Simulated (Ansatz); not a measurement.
# Ga2GeO2: the cost of one run

Computed with Ansatz 0.2.0 (DFT PBE, scalar-relativistic, plane waves, PAW, unless a step's input says otherwise).

**1. The system as given**

The structure is hexagonal, space group P6/mmm (No. 191). Conventional cell: a = 4.773 Å, b = 4.773 Å, c = 4.424 Å, α = 90.00°, β = 90.00°, γ = 120.00°. Ga (site symmetry -6m2) is surrounded by 3 Ga at 2.76 Å and 6 O at 2.89 Å. Around Ge (site symmetry 6/mmm) lie 2 O at 1.33 Å. O (site symmetry 6mm) has 1 Ge at 1.33 Å as nearest neighbours.

Structure file:

```cif
data_structure
_symmetry_space_group_name_H-M 'P6/mmm'
_symmetry_Int_Tables_number 191
_cell_length_a 4.7735
_cell_length_b 4.7735
_cell_length_c 4.4238
_cell_angle_alpha 90.000
_cell_angle_beta 90.000
_cell_angle_gamma 120.000
_cell_volume 87.30
loop_
_atom_site_label
_atom_site_type_symbol
_atom_site_symmetry_multiplicity
_atom_site_Wyckoff_symbol
_atom_site_fract_x
_atom_site_fract_y
_atom_site_fract_z
_atom_site_occupancy
Ga1 Ga 2 d 0.33333 0.66667 0.50000 1
Ge1 Ge 1 a 0.00000 0.00000 0.00000 1
O1 O 2 e 0.00000 0.00000 0.69856 1
```

The cell is invented: random cell by space group and Wyckoff sites (P6/mmm, No. 191). The dimensions are guesses.

**2. The guess as it stands, on a coarse mesh**

input.yaml reads:

```yaml
crystal:
  lattice:
    - [4.77347167, 0.0, 0.0]
    - [-2.38673584, 4.13394773, 0.0]
    - [0.0, 0.0, 4.42383496]
  atoms:
    - { symbol: Ga, position: [0.33333333, 0.66666667, 0.5] }
    - { symbol: Ga, position: [0.66666667, 0.33333333, 0.5] }
    - { symbol: Ge, position: [0.0, 0.0, 0.0] }
    - { symbol: O, position: [0.0, 0.0, 0.69856337] }
    - { symbol: O, position: [0.0, 0.0, 0.30143663] }
basis:
  ecutwfc: 420
kpoints:
  mp_grid: { grid: [6, 6, 4] }
hamiltonian:
  xc: pbe
scf:
  occupations: { method: gaussian, width: 0.1 }
  lower_state_search: "off"
output:
  forces: true
  stress: true
  eigenvalues: true
```

Command:

```bash
> ansatz run input.yaml --threads 1 --pin off --max-ram 2560MiB --backend cpu --events-out ev --progress --plain --runs-dir out
```

Q: Estimate wall time and peak memory on 1 thread of Intel Xeon at 2.50GHz (Skylake/Cascade Lake), shared host.

About 9.1 s, with a peak of 0.39 GiB.
